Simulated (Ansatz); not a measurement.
two structures of Cs, a comparison of enthalpies under pressure

Computed with Ansatz's Python interface.

Script `cs.py`:
```python
"""Enthalpies of two structures of Cs under pressure."""

import csv
import warnings

import ansatz as az
import numpy as np

FUNCTIONAL = "LDA"
TOLERANCE = 1e-06
N_EMPTY = 4
K_SPACING = 0.39
FILLING = "cold"
WIDTH_EV = 0.1


def sc(a_site, a):
    return (
        az.Lattice.cubic(a)
        .space_group(221)
        .atom(a_site, (0, 0, 0))
    )


def hcp(a_site, a):
    return (
        az.Lattice.from_parameters(a, a, 1.633 * a, alpha=90, beta=90, gamma=120)
        .space_group(194)
        .atom(a_site, (1 / 3, 2 / 3, 0.25))
    )


def ground_state(name, crystal, pressure=0.0):
    calc = (
        crystal.calculation()
        .basis(24 * az.Ry, density_ratio=6)
        .functional(FUNCTIONAL)
        .initial_density(normalization="atom")
        .scf(tolerance=TOLERANCE, extra_bands=N_EMPTY)
        .kpoints(spacing=K_SPACING)
        .occupations(FILLING, width=WIDTH_EV)
    )
    calc = calc.relax(force_tolerance=0.01, cell=True, pressure=pressure)
    return calc.run(threads=1)


def volume_per_atom(outcome):
    return abs(np.linalg.det(outcome.lattice.cell_ang)) / len(outcome.lattice.sites)

warnings.simplefilter("ignore", az.DeckWarning)

phases = {}
phases["sc"] = sc("Cs", 4.97)
phases["hcp"] = hcp("Cs", 5.41)

# enthalpy per atom at each pressure
pressures = [0, 20, 40, 60]
enthalpy, volume = {name: [] for name in phases}, {name: [] for name in phases}
for p in pressures:
    for name, crystal in phases.items():
        o = ground_state(name, crystal, pressure=p)
        volume[name].append(volume_per_atom(o))
        enthalpy[name].append(o.report["energy_sigma0_ev"] / len(o.lattice.sites) + p * volume[name][-1] / 160.21766)
gap = np.array(enthalpy["hcp"]) - np.array(enthalpy["sc"])
rows = [(p, va, vb, 1000 * d) for p, va, vb, d in zip(pressures, volume["sc"], volume["hcp"], gap)]
with open("transition.csv", "w", newline="") as handle:
    writer = csv.writer(handle)
    writer.writerow(["P (GPa)", "V sc (A^3/atom)", "V hcp (A^3/atom)", "H(hcp) - H(sc) (meV/atom)"])
    writer.writerows([round(v, 4) if isinstance(v, float) else v for v in row] for row in rows)
print(open("transition.csv").read())
crossings = [p0 - g0 * (p1 - p0) / (g1 - g0) for p0, p1, g0, g1 in zip(pressures, pressures[1:], gap, gap[1:]) if g0 * g1 < 0]
print("crossing near", [round(float(p), 1) for p in crossings], "GPa") if crossings else print("no crossing in this range")
```

`python cs.py` gives:
```text
P (GPa),V sc (A^3/atom),V hcp (A^3/atom),H(hcp) - H(sc) (meV/atom)
0,100.6971,98.9984,-84.8337
20,29.4689,25.6521,-416.6404
40,25.3938,22.1971,-842.7752
60,23.1842,20.2063,-1227.7224

no crossing in this range
```

What to keep in mind:
- The settings weren't tested for convergence.
- The cutoff lies under the one recommended for these potentials.
- Under the recommended cutoff a pressure can be off by several GPa, even in sign.
- At a fixed pressure a relaxation lowers the enthalpy F + PV, while F alone can rise.
- For the metals among these phases the mesh is modest: differences between phases can be off by up to 40 meV an atom.
- The program warned that this SCF threshold is loose for forces or stresses.
- Only these two structures are compared, at zero temperature and with their symmetry kept; either may be hypothetical, and another phase may be lower than both. Differences under about 40 meV an atom lie within the error of mesh and functional.
- The cells are prototypes set up for this calculation and needn't exist.
- The script silences the warnings on its input, which a real study should read.
- Hardware and time: 68 s on 1 thread of Arm Neoverse V1, on a shared host, peak memory 0.41 GiB.
